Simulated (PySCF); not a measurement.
# GeSiH6S (SMILES [SiH3][S][GeH3]): levels of theory compared

Aim: a comparison of 6 runs (HF/STO-3G, B3LYP/6-31G*, B3LYP/6-31G**, PBE0/def2-SVP, BLYP/def2-TZVP, PBE/def2-TZVP) of GeSiH6S. The job is set up through a Python script.

The results are computed with PySCF 2.14.0.

## 1. Starting point

GeSiH6S: 9 atoms, total charge 0, spin state singlet. As SMILES, `[SiH3][S][GeH3]`. Geometry: relaxed at PBE0-D4/def2-TZVP.

Bond lengths: Si1–S2 2.131 Å, S2–Ge3 2.227 Å, Si1–H4 1.487 Å, Si1–H5 1.483 Å, Si1–H6 1.487 Å, Ge3–H7 1.533 Å, Ge3–H8 1.536 Å, Ge3–H9 1.536 Å. Some angles: Si1–S2–Ge3 98.2°, S2–Si1–H4 111.1°, S2–Si1–H5 106.5°, S2–Si1–H6 111.1°, S2–Ge3–H7 105.6°, S2–Ge3–H8 109.6°, S2–Ge3–H9 109.7°, H4–Si1–H5 109.9°, H4–Si1–H6 108.3°, H5–Si1–H6 109.9°.

## 2. Energy and forces at HF/STO-3G (run 1)

File input.py:

```python
import pyscf.grad
from pyscf import gto, scf

mol = gto.M(
    atom='''
Si  -0.690300   1.165700  -0.913000
S    1.295500   0.504400  -0.512700
Ge   0.800800  -1.155800   0.886500
H   -1.504200   0.078200  -1.516900
H   -0.573400   2.297200  -1.864400
H   -1.365000   1.618900   0.331700
H    2.145300  -1.774700   1.284200
H   -0.088700  -2.184900   0.172000
H    0.068500  -0.595400   2.115500
''',
    verbose=3,
    max_memory=1860,
    basis='sto-3g',
)

calc0 = scf.RHF(mol)
calc0.conv_tol = 1e-10
calc0.kernel()
if not calc0.converged:
    calc0 = calc0.newton().run(calc0.mo_coeff, calc0.mo_occ)

etot = calc0.e_tot
print('Final energy', etot)
grad = calc0.Gradients().kernel()
calc0.analyze()
```

Command:

```console
$ OMP_NUM_THREADS=1 python input.py
```

Standard output:

```text
converged SCF energy = -2734.07558003937
Final energy -2734.07558003937
--------------- RHF gradients ---------------
         x                y                z
0 Si     0.0135910939    -0.0083907107     0.0059424932
1 S     0.0178111724     0.0114518070    -0.0107155347
2 Ge    -0.0024726496     0.0101711458    -0.0081305914
3 H    -0.0165658573    -0.0244401839    -0.0126626632
4 H     0.0060560574     0.0237220404    -0.0202214027
5 H    -0.0135636507     0.0092103506     0.0276353836
6 H     0.0361786500    -0.0131684928     0.0078440164
7 H    -0.0225775737    -0.0250072325    -0.0202203356
8 H    -0.0184572423     0.0164512761     0.0305286345
----------------------------------------------
**** MO energy ****
MO #1   energy= -400.554112480742  occ= 2
MO #2   energy= -90.6682478687316  occ= 2
MO #3   energy= -67.987506976139   occ= 2
MO #4   energy= -50.3982307446137  occ= 2
MO #5   energy= -45.4621961441671  occ= 2
MO #6   energy= -45.4617345613419  occ= 2
MO #7   energy= -45.4617057659086  occ= 2
MO #8   energy= -8.58547420205757  occ= 2
MO #9   energy= -6.48488834658843  occ= 2
MO #10  energy= -6.21713476890698  occ= 2
MO #11  energy= -6.21518241730907  occ= 2
MO #12  energy= -6.21206356297326  occ= 2
MO #13  energy= -5.97233797942635  occ= 2
MO #14  energy= -4.52738695729467  occ= 2
MO #15  energy= -4.525580895888    occ= 2
MO #16  energy= -4.52529566540512  occ= 2
MO #17  energy= -3.99839307068325  occ= 2
MO #18  energy= -3.99691518560393  occ= 2
MO #19  energy= -3.9966792213578   occ= 2
MO #20  energy= -0.871249493788227 occ= 2
MO #21  energy= -0.673330864698293 occ= 2
MO #22  energy= -0.669325063437955 occ= 2
MO #23  energy= -0.666182963840906 occ= 2
MO #24  energy= -0.665502822632256 occ= 2
MO #25  energy= -0.663298171643112 occ= 2
MO #26  energy= -0.66277070005761  occ= 2
MO #27  energy= -0.62093445850021  occ= 2
MO #28  energy= -0.447371061163084 occ= 2
MO #29  energy= -0.447006898647115 occ= 2
MO #30  energy= -0.428321821965608 occ= 2
MO #31  energy= -0.419788030027753 occ= 2
MO #32  energy= -0.34767326069992  occ= 2
MO #33  energy= -0.302472697593621 occ= 2
MO #34  energy= -0.250580324678611 occ= 2
MO #35  energy= 0.373601978973927  occ= 0
MO #36  energy= 0.409619797838983  occ= 0
MO #37  energy= 0.490202797976714  occ= 0
MO #38  energy= 0.494533953358535  occ= 0
MO #39  energy= 0.514501145811321  occ= 0
MO #40  energy= 0.52244778433886   occ= 0
MO #41  energy= 0.544832884001262  occ= 0
MO #42  energy= 0.585938679493008  occ= 0
 ** Mulliken atomic charges  **
charge of    0Si =      0.50775
charge of    1S =     -0.15484
charge of    2Ge =      0.39241
charge of    3H =     -0.14074
charge of    4H =     -0.13508
charge of    5H =     -0.14075
charge of    6H =     -0.10578
charge of    7H =     -0.11149
charge of    8H =     -0.11150
Dipole moment(X, Y, Z, Debye): -0.94892, -0.40947,  0.40552
```

Wall time 3.3 s (1 thread of Intel Xeon at 2.70GHz, shared host); peak memory 0.12 GiB.

## 3. Energy and forces at B3LYP/6-31G(d) (spherical functions) (run 2)

File run.py:

```python
from pyscf import gto, dft

mol = gto.M(
    atom='''
Si    -1.304478     2.202854    -1.725320
S      2.448140     0.953178    -0.968863
Ge     1.513293    -2.184145     1.675242
H     -2.842526     0.147777    -2.866526
H     -1.083569     4.341079    -3.523205
H     -2.579476     3.059278     0.626822
H      4.054029    -3.353697     2.426786
H     -0.167619    -4.128863     0.325033
H      0.129446    -1.125143     3.997716
''',
    spin=0,
    max_memory=1860,
    verbose=4,
    charge=0,
    basis='6-31g*',
    unit='bohr',
)

mf = dft.RKS(mol, xc='b3lyp')
mf.conv_tol = 1e-10
mf.grids.level = 5
mf.kernel()
if not mf.converged:
    mf = mf.newton().run(mf.mo_coeff, mf.mo_occ)

e_tot = mf.e_tot
print('Final energy', e_tot)
grad = mf.nuc_grad_method().kernel()
mf.analyze()
```

Command:

```console
$ OMP_NUM_THREADS=1 python run.py
```

Standard output:

```text
PySCF version 2.14.0

[... 97 lines left out ...]
DFT Exchange-Correlation Energy =     -127.978183464505150
[... 9 lines left out ...]
MO #8   energy= -7.92557421331086  occ= 2
[... 7 lines left out ...]
MO #16  energy= -4.42916312826979  occ= 2
[... 7 lines left out ...]
MO #24  energy= -1.23107592833047  occ= 2
[... 7 lines left out ...]
MO #32  energy= -0.334313281995861 occ= 2
[... 7 lines left out ...]
MO #40  energy= 0.0867823626943382 occ= 0
[... 7 lines left out ...]
MO #48  energy= 0.229269979295981  occ= 0
[... 7 lines left out ...]
MO #56  energy= 0.52690418012875   occ= 0
[... 7 lines left out ...]
MO #64  energy= 0.696610619569944  occ= 0
[... 7 lines left out ...]
MO #72  energy= 1.15913531420369   occ= 0
[... 7 lines left out ...]
MO #80  energy= 3.44904939643379   occ= 0
[... 53 lines left out ...]
pop of  2 Ge 5py          0.01025
pop of  2 Ge 5pz          0.01051
pop of  2 Ge 3dxy         1.99895
pop of  2 Ge 3dyz         1.99900
pop of  2 Ge 3dz^2        1.99920
pop of  2 Ge 3dxz         1.99902
pop of  2 Ge 3dx2-y2      1.99919
pop of  2 Ge 4dxy         0.00507
pop of  2 Ge 4dyz         0.00548
pop of  2 Ge 4dz^2        0.00386
pop of  2 Ge 4dxz         0.00450
pop of  2 Ge 4dx2-y2      0.00317
pop of  2 Ge 5dxy         0.00160
pop of  2 Ge 5dyz         0.00218
pop of  2 Ge 5dz^2        0.00153
pop of  2 Ge 5dxz         0.00149
pop of  2 Ge 5dx2-y2      0.00137
pop of  3 H 1s            1.09172
pop of  3 H 2s            0.00331
pop of  4 H 1s            1.07299
pop of  4 H 2s            0.00290
pop of  5 H 1s            1.09175
pop of  5 H 2s            0.00332
pop of  6 H 1s            1.02642
pop of  6 H 2s            0.00354
pop of  7 H 1s            1.04238
pop of  7 H 2s            0.00376
pop of  8 H 1s            1.04241
pop of  8 H 2s            0.00377
 ** Mulliken atomic charges  **
charge of    0Si =      0.43904
charge of    1S =     -0.35307
charge of    2Ge =      0.30229
charge of    3H =     -0.09503
charge of    4H =     -0.07589
charge of    5H =     -0.09507
charge of    6H =     -0.02996
charge of    7H =     -0.04614
charge of    8H =     -0.04618
Dipole moment(X, Y, Z, Debye): -1.07476, -0.75808,  0.69948
```

Run time: 50 s. Hardware: 1 thread of Intel Xeon at 2.70GHz, shared host; peak memory 0.78 GiB.

## 4. Energy and forces at B3LYP/6-31G(d,p) (spherical functions) (run 3)

File start.xyz:

```xyz
9
GeH6SSi
Si    -0.690300     1.165700    -0.913000
S      1.295500     0.504400    -0.512700
Ge     0.800800    -1.155800     0.886500
H     -1.504200     0.078200    -1.516900
H     -0.573400     2.297200    -1.864400
H     -1.365000     1.618900     0.331700
H      2.145300    -1.774700     1.284200
H     -0.088700    -2.184900     0.172000
H      0.068500    -0.595400     2.115500
```

File job.py:

```python
# [SiH3][S][GeH3]
from pyscf import gto, dft

mol = gto.Mole()
mol.atom = 'start.xyz'
mol.verbose = 4
mol.basis = '6-31g**'
mol.max_memory = 1860
mol.charge = 0
mol.build()

calc0 = dft.RKS(mol, xc='b3lyp')
calc0.grids.level = 5
calc0.conv_tol = 1e-10
calc0.kernel()
if not calc0.converged:
    calc0 = calc0.newton().run(calc0.mo_coeff, calc0.mo_occ)

etot = calc0.e_tot
print(f'total energy: {etot:.8f} hartree')
grad = calc0.nuc_grad_method().kernel()
dip = calc0.dip_moment()
pop, q = calc0.mulliken_pop()
```

Command:

```console
$ OMP_NUM_THREADS=1 python job.py
```

Standard output:

```text
PySCF version 2.14.0

[... 77 lines left out ...]
converged SCF energy = -2768.08889641386
total energy: -2768.08889641 hartree
[... 12 lines left out ...]
Dipole moment(X, Y, Z, Debye): -1.08563, -0.76250,  0.70386
[... 69 lines left out ...]
pop of  3 H 1s            0.51105
pop of  3 H 2s            0.56657
pop of  3 H 2px           0.00166
pop of  3 H 2py           0.00267
pop of  3 H 2pz           0.00113
pop of  4 H 1s            0.51030
pop of  4 H 2s            0.55753
pop of  4 H 2px           0.00034
pop of  4 H 2py           0.00297
pop of  4 H 2pz           0.00221
pop of  5 H 1s            0.51106
pop of  5 H 2s            0.56646
pop of  5 H 2px           0.00125
pop of  5 H 2py           0.00080
pop of  5 H 2pz           0.00341
pop of  6 H 1s            0.48694
pop of  6 H 2s            0.47639
pop of  6 H 2px           0.00442
pop of  6 H 2py           0.00130
pop of  6 H 2pz           0.00084
pop of  7 H 1s            0.48626
pop of  7 H 2s            0.49279
pop of  7 H 2px           0.00218
pop of  7 H 2py           0.00274
pop of  7 H 2pz           0.00156
pop of  8 H 1s            0.48627
pop of  8 H 2s            0.49278
pop of  8 H 2px           0.00165
pop of  8 H 2py           0.00112
pop of  8 H 2pz           0.00371
 ** Mulliken atomic charges  **
charge of    0Si =      0.38971
charge of    1S =     -0.25138
charge of    2Ge =      0.04202
charge of    3H =     -0.08309
charge of    4H =     -0.07334
charge of    5H =     -0.08298
charge of    6H =      0.03011
charge of    7H =      0.01447
charge of    8H =      0.01447
```

Wall time 51 s (1 thread of Intel Xeon at 2.70GHz, shared host); peak memory 0.97 GiB.

Runs 4 to 5 aren't shown in full; the table further down has their settings and results.

## 5. Energy and gradient at PBE/def2-TZVP (run 6)

Changes to start.xyz since step 4:

```diff
@@ -1,3 +1,3 @@
 9
-GeH6SSi
+
 Si    -0.690300     1.165700    -0.913000
```

File run.py:

```python
import pyscf.grad
from pyscf import gto, dft

system = gto.Mole()
system.atom = 'start.xyz'
system.basis = 'def2-tzvp'
system.verbose = 4
system.max_memory = 1860
system.build()

myscf = dft.RKS(system)
myscf.xc = 'pbe'
myscf.conv_tol = 1e-10
myscf.grids.level = 5
myscf.kernel()
if not myscf.converged:
    myscf = myscf.newton().run(myscf.mo_coeff, myscf.mo_occ)

energy = myscf.e_tot
print('E = %.10f Eh' % energy)
grad = myscf.Gradients().kernel()
myscf.analyze()
```

Command:

```console
$ OMP_NUM_THREADS=1 python run.py
```

Standard output:

```text
PySCF version 2.14.0

[... 108 lines left out ...]
MO #4   energy= -49.183378674033   occ= 2
[... 13 lines left out ...]
MO #18  energy= -3.47331121506989  occ= 2
[... 13 lines left out ...]
MO #32  energy= -0.297527100859703 occ= 2
[... 13 lines left out ...]
MO #46  energy= 0.134249501247517  occ= 0
[... 13 lines left out ...]
MO #60  energy= 0.361145738568508  occ= 0
[... 13 lines left out ...]
MO #74  energy= 0.663479734968401  occ= 0
[... 13 lines left out ...]
MO #88  energy= 0.998830124538446  occ= 0
[... 13 lines left out ...]
MO #102 energy= 1.46504014161759   occ= 0
[... 13 lines left out ...]
MO #116 energy= 1.81869134020089   occ= 0
[... 13 lines left out ...]
MO #130 energy= 2.25700939062909   occ= 0
[... 13 lines left out ...]
MO #144 energy= 2.78386599024277   occ= 0
[... 13 lines left out ...]
MO #158 energy= 18.5111092881879   occ= 0
[... 131 lines left out ...]
pop of  4 H 2s            0.00381
pop of  4 H 3s            0.00047
pop of  4 H 2px           0.00010
pop of  4 H 2py           0.00191
pop of  4 H 2pz           0.00136
pop of  5 H 1s            1.07419
pop of  5 H 2s            0.00362
pop of  5 H 3s            0.00105
pop of  5 H 2px           0.00068
pop of  5 H 2py           0.00034
pop of  5 H 2pz           0.00273
pop of  6 H 1s            1.01940
pop of  6 H 2s            0.00407
pop of  6 H 3s            0.00037
pop of  6 H 2px           0.00159
pop of  6 H 2py           0.00034
pop of  6 H 2pz           0.00017
pop of  7 H 1s            1.03474
pop of  7 H 2s            0.00402
pop of  7 H 3s            0.00074
pop of  7 H 2px           0.00073
pop of  7 H 2py           0.00091
pop of  7 H 2pz           0.00064
pop of  8 H 1s            1.03481
pop of  8 H 2s            0.00403
pop of  8 H 3s            0.00074
pop of  8 H 2px           0.00051
pop of  8 H 2py           0.00047
pop of  8 H 2pz           0.00132
 ** Mulliken atomic charges  **
charge of    0Si =      0.39187
charge of    1S =     -0.35008
charge of    2Ge =      0.29541
charge of    3H =     -0.08254
charge of    4H =     -0.06246
charge of    5H =     -0.08261
charge of    6H =     -0.02594
charge of    7H =     -0.04179
charge of    8H =     -0.04187
Dipole moment(X, Y, Z, Debye): -0.62245, -0.65942,  0.58542
```

Wall time 96 s (1 thread of Intel Xeon at 2.70GHz, shared host); peak memory 1.9 GiB.

## 6. Overview of the runs

```
run                                level  integration grid   energy (Eh)  dipole moment (D)  HOMO energy (eV)  LUMO energy (eV)  wall time
  1                            HF/STO-3G                 –  -2734.075580               1.11             -6.82             10.17      3.3 s
  2   B3LYP/6-31G* (spherical functions)                 5  -2768.081717               1.49             -6.97             -0.44       50 s
  3  B3LYP/6-31G** (spherical functions)                 5  -2768.088896               1.50             -6.95             -0.45       51 s
  4                        PBE0/def2-SVP                 5  -2767.316820               1.32             -7.31             -0.04       34 s
  5                       BLYP/def2-TZVP                 5  -2768.381427               1.04             -6.02             -1.01    1.7 min
  6                        PBE/def2-TZVP                 5  -2767.696762               1.08             -6.19             -1.11       96 s
```

## 7. What came out

| quantity | value |
| --- | --- |
| run 6: total energy | -2767.69676 Eh |
| run 6: dipole moment | 1.08 D |
| run 6: HOMO energy | -6.19 eV |
| run 6: LUMO energy | -1.11 eV |
| run 6: HOMO–LUMO gap | 5.07 eV |
| run 6: largest force on an atom | 0.346 eV/Å |

The dipole moment (its size) runs from 1.04 D (BLYP/def2-TZVP) to 1.50 D (B3LYP/6-31G**). The two ends differ in method and basis. The HOMO–LUMO gap runs from 5.01 eV (BLYP/def2-TZVP) to 16.98 eV (HF/STO-3G). Totals of different functionals can't be ranked against each other. In run 1 the basis is minimal, so the values are rough. All runs together took 5.6 min, the longest 1.7 min.
